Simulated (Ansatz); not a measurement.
**Alloy of AlAs and GaP (24 of 32 Al sites, 24 of 32 As sites exchanged), 64 atoms, part 1 of 2**

Wanted: the relaxed alloy cell and its gap (PBEsol and HSE06).

Program: Ansatz 0.2.0, PAW, plane waves. These are calculated values, not measurements.

### Step 1. The starting cell

64 atoms (8 Al, 24 Ga, 24 P, 8 As); a = 10.995 Å, b = 10.995 Å, c = 10.995 Å, α = 90.00°, β = 90.00°, γ = 90.00°. All atoms were shaken off their sites by about 0.02 Å along each axis.

Plan of the steps: (2) PBEsol cell relaxation at the single k point (¼, ¼, ¼), on 1 × NVIDIA H100 80GB HBM3 with 4 threads of AMD EPYC 7R13; (3) HSE06 single point at the single k point (¼, ¼, ¼), on 1 × NVIDIA H100 80GB HBM3 with 4 threads of AMD EPYC 7R13.

### Step 2. Relaxing cell and atoms with PBEsol

in.yaml reads:

```yaml
crystal:
  lattice:
    - [10.994781, 0.000000, 0.000000]
    - [0.000000, 10.994781, 0.000000]
    - [0.000000, 0.000000, 10.994781]
  atoms:
    - { symbol: Al, position: [0.002646, 0.000403, 0.998967] }
    - { symbol: Al, position: [0.250974, 0.249009, 0.002583] }
    - { symbol: Al, position: [0.248762, 0.997042, 0.247837] }
    - { symbol: Al, position: [0.248797, 0.501038, 0.250009] }
    - { symbol: Al, position: [0.748436, 0.496650, 0.247441] }
    - { symbol: Al, position: [0.998547, 0.747598, 0.749296] }
    - { symbol: Al, position: [0.499108, 0.250199, 0.250710] }
    - { symbol: Al, position: [0.501753, 0.249867, 0.752285] }
    - { symbol: Ga, position: [0.998626, 0.000675, 0.499103] }
    - { symbol: Ga, position: [0.002419, 0.501987, 0.003028] }
    - { symbol: Ga, position: [0.996768, 0.502094, 0.497814] }
    - { symbol: Ga, position: [0.500929, 0.000604, 0.998841] }
    - { symbol: Ga, position: [0.500846, 0.999291, 0.498632] }
    - { symbol: Ga, position: [0.499254, 0.500051, 0.001097] }
    - { symbol: Ga, position: [0.499295, 0.499300, 0.499178] }
    - { symbol: Ga, position: [0.249399, 0.250167, 0.498743] }
    - { symbol: Ga, position: [0.251166, 0.748741, 0.002796] }
    - { symbol: Ga, position: [0.251486, 0.750266, 0.499281] }
    - { symbol: Ga, position: [0.748912, 0.250879, 0.999839] }
    - { symbol: Ga, position: [0.749168, 0.250480, 0.499331] }
    - { symbol: Ga, position: [0.748353, 0.751982, 0.001491] }
    - { symbol: Ga, position: [0.748748, 0.747459, 0.501395] }
    - { symbol: Ga, position: [0.248938, 0.997380, 0.748257] }
    - { symbol: Ga, position: [0.249765, 0.499831, 0.752353] }
    - { symbol: Ga, position: [0.749578, 0.001326, 0.249162] }
    - { symbol: Ga, position: [0.748847, 0.000998, 0.751651] }
    - { symbol: Ga, position: [0.750943, 0.500855, 0.748982] }
    - { symbol: Ga, position: [0.997480, 0.246529, 0.248404] }
    - { symbol: Ga, position: [0.001839, 0.248136, 0.746623] }
    - { symbol: Ga, position: [0.000607, 0.745719, 0.251232] }
    - { symbol: Ga, position: [0.499700, 0.750188, 0.252624] }
    - { symbol: Ga, position: [0.499932, 0.751631, 0.747806] }
    - { symbol: P, position: [0.124070, 0.124183, 0.127823] }
    - { symbol: P, position: [0.124506, 0.125276, 0.625210] }
    - { symbol: P, position: [0.124439, 0.622239, 0.623136] }
    - { symbol: P, position: [0.626570, 0.124838, 0.123776] }
    - { symbol: P, position: [0.626540, 0.124004, 0.625473] }
    - { symbol: P, position: [0.622363, 0.626257, 0.128435] }
    - { symbol: P, position: [0.625419, 0.625947, 0.625272] }
    - { symbol: P, position: [0.376125, 0.375742, 0.124592] }
    - { symbol: P, position: [0.374100, 0.876570, 0.622232] }
    - { symbol: P, position: [0.872392, 0.376338, 0.124571] }
    - { symbol: P, position: [0.872993, 0.376360, 0.626108] }
    - { symbol: P, position: [0.875072, 0.873425, 0.126980] }
    - { symbol: P, position: [0.373420, 0.127284, 0.376271] }
    - { symbol: P, position: [0.372682, 0.624723, 0.876120] }
    - { symbol: P, position: [0.879112, 0.126777, 0.375589] }
    - { symbol: P, position: [0.875601, 0.126707, 0.874480] }
    - { symbol: P, position: [0.875498, 0.624275, 0.375960] }
    - { symbol: P, position: [0.125211, 0.377746, 0.372901] }
    - { symbol: P, position: [0.127142, 0.373499, 0.874331] }
    - { symbol: P, position: [0.123059, 0.875725, 0.377071] }
    - { symbol: P, position: [0.627105, 0.375848, 0.375815] }
    - { symbol: P, position: [0.623946, 0.375816, 0.875244] }
    - { symbol: P, position: [0.625304, 0.874467, 0.374736] }
    - { symbol: P, position: [0.625759, 0.874918, 0.874861] }
    - { symbol: As, position: [0.124454, 0.626408, 0.124628] }
    - { symbol: As, position: [0.375440, 0.375481, 0.626645] }
    - { symbol: As, position: [0.376907, 0.873925, 0.127647] }
    - { symbol: As, position: [0.874718, 0.877379, 0.626327] }
    - { symbol: As, position: [0.373211, 0.126827, 0.878227] }
    - { symbol: As, position: [0.375658, 0.620876, 0.375907] }
    - { symbol: As, position: [0.874150, 0.625617, 0.874096] }
    - { symbol: As, position: [0.121990, 0.875953, 0.874902] }
  symmetry: { detect: false }
kpoints:
  mp_grid: { grid: [1, 1, 1], shift: [0.25, 0.25, 0.25] }
hamiltonian:
  xc: pbesol
scf:
  occupations: { method: fermi_dirac, width: 0.01 }
relax:
  f_tol: 0.03
  max_steps: 80
  escape_saddle: false
  adjacent_minimum: "off"
  cell: { fix: [shape] }
output:
  forces: true
  eigenvalues: true
  populations: true
```

Launch:

```console
$ ansatz run in.yaml --threads 4 --pin off --max-ram 38950MiB --runs-dir r --events-out ev --progress --plain --backend cuda --devices 0, --max-vram 37GiB
```

Standard output:

```text
Pseudopotentials: kind: paw
Functional definition: PBEsol
  exchange = pbesol_x
  correlation = pbesol_c
Crystal: 64 atoms, lattice volume = 1329.106 Å³
Basis set: ecut = 420 eV, 25821 PW (Γ), exchange–correlation on 150×150×150 points (8 copies of the dense FFT grid, shifted against one another)
Bands: 352, of which v1, the nominal top of the filled ones, is band 288 counted from 1 (287 counted from 0)
Symmetry: 1 space group operations
k-points: 1
Non-local potential: Al, projectors of the file, l = 0: 2, l = 1: 2, l = 2: 1
Non-local potential: Ga, projectors of the file, l = 0: 2, l = 1: 2, l = 2: 3, l = 3: 1
Non-local potential: P, projectors of the file, l = 0: 2, l = 1: 2, l = 2: 2
Non-local potential: As, projectors of the file, l = 0: 2, l = 1: 2, l = 2: 3, l = 3: 1
PAW form: soft (Blöchl's): semilocal exchange-correlation on the pseudo side does not see the compensation charge
PAW frozen core: Al, regenerated for the run's functional, and the local potential with it (the file was generated under x = pbe(κ = 0.804, μ = 0.2195149727645171), c = pbe(β = 0.06672455060314922))
PAW frozen core: Ga, regenerated for the run's functional, and the local potential with it (the file was generated under x = pbe(κ = 0.804, μ = 0.2195149727645171), c = pbe(β = 0.06672455060314922))
PAW frozen core: P, regenerated for the run's functional, and the local potential with it (the file was generated under x = pbe(κ = 0.804, μ = 0.2195149727645171), c = pbe(β = 0.06672455060314922))
PAW frozen core: As, regenerated for the run's functional, and the local potential with it (the file was generated under x = pbe(κ = 0.804, μ = 0.2195149727645171), c = pbe(β = 0.06672455060314922))
PAW one-centre angular grid: Al, 110 points (default); XC on 64 Gauss nodes
PAW one-centre angular grid: Ga, 590 points (default); XC on 64 Gauss nodes
PAW one-centre angular grid: P, 110 points (default); XC on 64 Gauss nodes
PAW one-centre angular grid: As, 590 points (default); XC on 64 Gauss nodes
Initial density: superposition of atomic densities (neutral atoms: chi_scale 0, normalization atom), corrected by the library's trained network
Initial wavefunctions: pseudopotential atomic-orbital guess
Functional: x = pbesol(κ = 0.804, μ = 0.12345679012345678), c = pbesol(β = 0.046)
SCF iter   1: F=—  HF=-150324.181759 eV  |F-HF|=—  |Δ(HF+E_count)|=         —  Δρ=4.77e-3  dr2=4.34e-1  ethr=1.77e-3  ⟨swp⟩=8.0  Hψ=1636  notcnv=0
preconditioner: auto → Resta (q_TF=auto, 2.373 Å⁻¹)  ε∞=4.0  [insulator: Δε(μ)=1.856 eV  Ē_g=13.116 eV  σ=0.010 eV  W_gap=1.00  n_scr=304 (ndim 8)  ℏωp=22.7 eV  f_vac=0.010  D(μ)=0.00/eV (n_scr^D=0)  ε∞_Penn≈4.0]
SCF iter   2: F=—  HF=-150324.067351 eV  |F-HF|=—  |Δ(HF+E_count)|=   1.14e-1  Δρ=2.19e-3  dr2=9.41e-2  ethr=7.54e-5  ⟨swp⟩=2.0  Hψ=481  notcnv=0  defer=60
SCF iter   3: F=—  HF=-150324.052024 eV  |F-HF|=—  |Δ(HF+E_count)|=   1.53e-2  Δρ=6.81e-4  dr2=8.43e-3  ethr=1.63e-5  ⟨swp⟩=3.0  Hψ=427  notcnv=0  defer=60
SCF iter   4: F=—  HF=-150324.051911 eV  |F-HF|=—  |Δ(HF+E_count)|=   1.13e-4  Δρ=3.44e-4  dr2=1.67e-3  ethr=1.46e-6  ⟨swp⟩=2.0  Hψ=544  notcnv=0  defer=60
SCF iter   5: F=—  HF=-150324.050819 eV  |F-HF|=—  |Δ(HF+E_count)|=   1.09e-3  Δρ=9.72e-5  dr2=1.59e-4  ethr=2.89e-7  ⟨swp⟩=2.0  Hψ=540  notcnv=0  defer=60
SCF iter   6: F=—  HF=-150324.050963 eV  |F-HF|=—  |Δ(HF+E_count)|=   1.44e-4  Δρ=3.29e-5  dr2=1.50e-5  ethr=2.76e-8  ⟨swp⟩=2.0  Hψ=565  notcnv=0  defer=60
SCF iter   7: F=—  HF=-150324.051803 eV  |F-HF|=—  |Δ(HF+E_count)|=   8.40e-4  Δρ=8.47e-6  dr2=1.33e-6  ethr=2.61e-9  ⟨swp⟩=3.0  Hψ=581  notcnv=0  defer=60
SCF iter   8: F=-150324.051804 eV  HF=-150324.051804 eV  |F-HF|=1.47e-8  |Δ(HF+E_count)|=   4.89e-7  Δρ=2.54e-6  dr2=9.56e-8  ethr=1.74e-11  ⟨swp⟩=11.0  Hψ=2091  notcnv=0
SCF 1 converged in 8 iterations: F = -150324.051804 eV  dr2 = 9.56e-8
relax step   1: F+E_penalty+E_count = -150324.05180353 eV  Δ(F+E_penalty+E_count) = +0.000e0 eV  max|allowed force component| = 1.076e0 eV/Å  Δτ_max = 0.0000 Å  P = +0.303 GPa  Ω = 1329.106 Å³  fix = [alpha, beta, gamma, b/a, c/a]  reactions: b/a -0.015, c/a +0.019 GPa; alpha +0.744, beta +0.993, gamma +0.930 GPa/rad  (8 SCF iters, dr2 threshold 1.00e-7 eV, accepted)
[... 13 lines left out ...]
relax step   2: F+E_penalty+E_count = -150324.82202289 eV  Δ(F+E_penalty+E_count) = -7.702e-1 eV  max|allowed force component| = 2.461e-1 eV/Å  Δτ_max = 0.0964 Å  P = -0.022 GPa  Ω = 1331.315 Å³  energy of the carried Pulay correction = -5.064e-4 eV  fix = [alpha, beta, gamma, b/a, c/a]  reactions: b/a -0.008, c/a -0.002 GPa; alpha +0.738, beta +0.823, gamma +0.796 GPa/rad  (7 SCF iters, dr2 thres [...]
[... 9 lines left out ...]
relax step   3: F+E_penalty+E_count = -150324.87026364 eV  Δ(F+E_penalty+E_count) = -4.824e-2 eV  max|allowed force component| = 2.432e-2 eV/Å  Δτ_max = 0.0288 Å  P = -0.006 GPa  Ω = 1330.976 Å³  energy of the carried Pulay correction = -4.287e-4 eV  fix = [alpha, beta, gamma, b/a, c/a]  reactions: b/a -0.007, c/a -0.002 GPa; alpha +0.717, beta +0.728, gamma +0.721 GPa/rad  (5 SCF iters, dr2 thres [...]
[... 10 lines left out ...]
relax step   4: F+E_penalty+E_count = -150324.87077060 eV  Δ(F+E_penalty+E_count) = -5.070e-4 eV  max|allowed force component| = 2.431e-2 eV/Å  Δτ_max = 0.0000 Å  P = -0.006 GPa  Ω = 1330.976 Å³  fix = [alpha, beta, gamma, b/a, c/a]  reactions: b/a -0.007, c/a -0.002 GPa; alpha +0.718, beta +0.728, gamma +0.722 GPa/rad  stress off target by 5.72e-3 GPa on what of the cell is left free  SCF on the [...]
SCF converged after 6 iterations
Free energy (F): -150324.870771 eV
Harris-Foulkes:  -150324.870771 eV  (|F-HF|=1.75e-10)
Internal energy: -150324.870771 eV  (E = F + TS)
E sigma→0 (E₀):  -150324.870771 eV
Fermi energy:    7.599600 eV
--- Per-component energies (eV) ---
  E_band       = -3601.482112
  E_kinetic    = 5482.533098
  E_local      = -75829.296710  (includes V_loc(G=0)·N_el)
  E_nonlocal   = 5783.125800
  E_hartree    = 36464.291214
  E_xc         = -4056.640580
  E_vxc        = -3723.551900  (∫ρ·V_xc dr)
  E_paw        = -78075.603736  (= ΣΔE_a)
  E_vpaw       = -8242.875283  (= ΣTr[D̂ρ^β])
  E_aug_tail   = -0.002501  (compensation charges beyond the density's cutoff)
  E_ewald      = -40122.979671
  E_core_change = 29.702315  (= ΣΔE_core)
  E_smearing   = -0.000000  (= −TS)
  E_closure    = -0.000000  (closes the sum)
  Σ components = -150324.870771   (vs F -150324.870771, Δ=0.00e0)
--- Forces (eV/Å), atoms counted from 1 ---
  atom   1  Al    -0.00277698    -0.00240953    -0.00211662
  atom   2  Al    -0.00034027     0.00538758    -0.00444523
  atom   3  Al     0.00625527    -0.00700197     0.00362727
  atom   4  Al    -0.02087816     0.00701088    -0.00989406
  atom   5  Al     0.00212743    -0.00005997    -0.00152666
  atom   6  Al     0.00453837     0.00259368     0.00096892
  atom   7  Al     0.00781962    -0.00919867    -0.00633716
  atom   8  Al    -0.00688094    -0.00073151    -0.00208219
  atom   9  Ga     0.00917949    -0.00292332    -0.00802963
  atom  10  Ga    -0.00780672    -0.01569900     0.00015860
  atom  11  Ga     0.01519400    -0.01459377    -0.00095371
  atom  12  Ga    -0.01160159    -0.01152682    -0.00006560
  atom  13  Ga    -0.00295502    -0.00707216    -0.00482930
  atom  14  Ga     0.00529427     0.02431293    -0.00839775
  atom  15  Ga     0.00809428     0.02225713     0.00472705
  atom  16  Ga    -0.00766932    -0.00921953     0.00655036
  atom  17  Ga     0.01331703    -0.00749415    -0.00117661
  atom  18  Ga     0.00938799     0.00517518    -0.00082010
  atom  19  Ga     0.01282067     0.00407968     0.01095275
  atom  20  Ga     0.01158138    -0.01333130    -0.00791043
  atom  21  Ga    -0.00594360    -0.00489886     0.00014947
  atom  22  Ga    -0.01394375     0.00632715    -0.00493209
  atom  23  Ga     0.00012513    -0.01883122    -0.00123322
  atom  24  Ga     0.00603192    -0.00615052    -0.00910054
  atom  25  Ga     0.01029029    -0.00834732     0.00091387
  atom  26  Ga    -0.00105702    -0.00355524    -0.00053588
  atom  27  Ga    -0.00675075     0.01011501     0.01409850
  atom  28  Ga    -0.00219185     0.00636569    -0.00431371
  atom  29  Ga     0.01103972     0.00853159    -0.00245514
  atom  30  Ga     0.01010228     0.00524656     0.00012819
  atom  31  Ga     0.00069927     0.00708949    -0.00055871
  atom  32  Ga    -0.00829032    -0.01444584     0.00542675
  atom  33  P      0.00662093    -0.00145969    -0.01824632
  atom  34  P     -0.00418469     0.01076267    -0.00455700
  atom  35  P      0.00507472    -0.00208423    -0.00323348
  atom  36  P     -0.00602296     0.01833498     0.00410568
  atom  37  P      0.00940373     0.00139600     0.00482838
  atom  38  P      0.00498161    -0.00764711    -0.01310028
  atom  39  P     -0.00198297    -0.00209878     0.00101006
  atom  40  P     -0.00318913    -0.00820432    -0.00039686
  atom  41  P     -0.00313752    -0.01019321    -0.00572597
  atom  42  P     -0.00095542    -0.00131250    -0.00316326
  atom  43  P      0.00432549    -0.00314557    -0.00096250
  atom  44  P      0.00810948     0.01323576    -0.00018665
  atom  45  P     -0.00175446    -0.00597837    -0.00434349
  atom  46  P      0.01558501    -0.00307979     0.00301871
  atom  47  P     -0.01930610     0.00509982    -0.00089474
  atom  48  P      0.00091737    -0.01136270     0.00001493
  atom  49  P     -0.00201811    -0.00150587    -0.00317539
  atom  50  P     -0.00986049    -0.00016318     0.01819984
  atom  51  P      0.00119611    -0.00241765     0.00249620
  atom  52  P     -0.00601403    -0.00306360    -0.00252470
  atom  53  P     -0.00584885    -0.00153947    -0.00793229
  atom  54  P     -0.00168714     0.00565439     0.00128824
  atom  55  P      0.00193987    -0.00015944     0.01316516
  atom  56  P      0.01382773     0.00143607    -0.00303836
  atom  57  As     0.00119888     0.00472340     0.01307181
  atom  58  As    -0.01680977     0.00216245     0.01202331
  atom  59  As    -0.00658937     0.00833818     0.00065488
  atom  60  As    -0.01562469     0.00507873     0.00908443
  atom  61  As    -0.00482162     0.01214706     0.00616539
  atom  62  As    -0.00420845     0.00730169     0.01212701
  atom  63  As     0.00068470    -0.00468262     0.00189424
  atom  64  As    -0.00466270     0.01742381     0.00234423
  max |Σ_I F_I| component: 1.38e-6 eV/Å
--- Stress (GPa, compression-positive) ---
        0.003183      -0.721594      -0.728349
       -0.721594      -0.012429      -0.717834
       -0.728349      -0.717834      -0.007913
  P = ⅓ Tr σ = -0.0057 GPa (-0.057 kbar)
--- Band table (eV) ---
  k-point 0: bands = [... 276 lower levels ..., "5.7378", "5.7634", "5.7712", "5.8108", "5.8445", "5.8944", "5.9129", "6.1786", "6.2090", "6.2625", "6.6240", "6.6684", "8.5310", "8.5705", "8.5734", "8.6196", "9.0113", "9.0305", "9.0597", "9.2232", "9.2827", "9.3319", "9.3440", "9.3955", ... 52 higher levels ...]
--- Relaxed structure (3 steps of the walk, 3 accepted, 1 SCFs on fresh bases) ---
  F+E_penalty+E_count = -150324.87077060 eV   max|allowed force component| = 2.431e-2 eV/Å   (the final SCF, on the basis selected at the relaxed cell)
  cell:  # Å, volume = 1330.9760 Å³
    - [10.999933810513745, 3.2659471506142895e-143, 1.1850175384246506e-143]
    - [3.2659471506142895e-143, 10.999933810513745, 1.5628091229502797e-111]
    - [1.1850175384246506e-143, 1.5628091229502797e-111, 10.999933810513745]
  atoms:
    - { symbol: Al, position: [-0.004338421093454137, 0.003465086241555597, 1.0036180681312796] }
    - { symbol: Al, position: [0.24629032757772745, 0.2522474028690923, 0.0030348521331974394] }
[... 62 atoms left out; the next input holds them all, rounded ...]
--- Löwdin populations: 64 sites ---
  site symbol       q [e]
     0     Al      2.6189
     1     Al      2.6205
     2     Al      2.6232
     3     Al      2.6271
     4     Al      2.6280
     5     Al      2.6233
     6     Al      2.6231
     7     Al      2.6268
     8     Ga     12.9762
     9     Ga     12.9713
    10     Ga     12.9656
    11     Ga     12.9681
    12     Ga     12.9642
    13     Ga     12.9598
    14     Ga     12.9731
    15     Ga     12.9704
    16     Ga     12.9613
    17     Ga     12.9648
    18     Ga     12.9746
    19     Ga     12.9717
    20     Ga     12.9650
    21     Ga     12.9706
    22     Ga     12.9632
    23     Ga     12.9667
    24     Ga     12.9768
    25     Ga     12.9681
    26     Ga     12.9727
    27     Ga     12.9784
    28     Ga     12.9664
    29     Ga     12.9612
    30     Ga     12.9706
    31     Ga     12.9643
    32      P      5.2357
    33      P      4.9712
    34      P      5.0612
    35      P      5.0605
    36      P      5.0621
    37      P      5.0595
    38      P      4.9720
    39      P      5.2373
    40      P      4.9710
    41      P      5.0600
    42      P      4.9730
    43      P      5.0600
    44      P      5.1499
    45      P      4.9701
    46      P      4.9712
    47      P      5.0606
    48      P      5.0615
    49      P      5.0612
    50      P      5.0595
    51      P      5.0606
    52      P      5.1498
    53      P      5.0616
    54      P      4.9711
    55      P      4.9718
    56     As     15.0902
    57     As     15.0915
    58     As     15.0886
    59     As     15.0918
    60     As     15.1807
    61     As     15.0905
    62     As     15.0909
    63     As     15.1777
  spilling = 0.002761 (of n_electrons = 576.000000)
```

Wall time 6.5 s (1 × NVIDIA H100 80GB HBM3 with 4 threads of AMD EPYC 7R13, shared host); peak host memory 1.4 GiB.

Step by step (solves on a freshly chosen basis count as rows, and their energies jump a little):

```tsv
accepted step	energy change (eV)	largest force component (eV/Å)	SCF cycles	pressure (GPa)
1	0.000	1.076	8	0.30
2	-0.770	0.246	7	-0.02
3	-0.818	0.024	5	-0.01
4	-0.819	0.024	6	-0.01
```

Largest shifts, less the median shift:

```tsv
atom	shift (Å)	dx	dy	dz
Ga10	0.109	-0.048	-0.094	-0.027
Ga30	0.100	-0.049	0.081	0.031
Al4	0.099	0.017	-0.097	0.007
Al1	0.096	-0.075	0.033	0.049
Al3	0.091	-0.028	0.064	0.058
Ga31	0.076	0.073	-0.003	-0.023
Ga15	0.076	0.075	0.004	0.009
Ga23	0.074	0.023	0.044	-0.055
```

|  | before | after | change |
| --- | --- | --- | --- |
| a (Å) | 10.995 | 11.000 | +0.05 % |
| b (Å) | 10.995 | 11.000 | +0.05 % |
| c (Å) | 10.995 | 11.000 | +0.05 % |
| volume (Å³/atom) | 20.767 | 20.796 | +0.14 % |

Bond lengths by pair after relaxation (within a distance cut, which drops stretched bonds):

```tsv
pair	count	mean (Å)	spread (Å)	least	most
Al–As	10	2.428	0.010	2.415	2.450
Al–P	22	2.372	0.009	2.347	2.383
As–Ga	22	2.425	0.008	2.412	2.445
Ga–P	74	2.366	0.009	2.345	2.381
```

At the single k point (¼, ¼, ¼) the filled levels end at 6.668 eV and the empty ones begin at 8.531 eV, a spacing of 1.86 eV.

(Continued in part 2 of 2.)
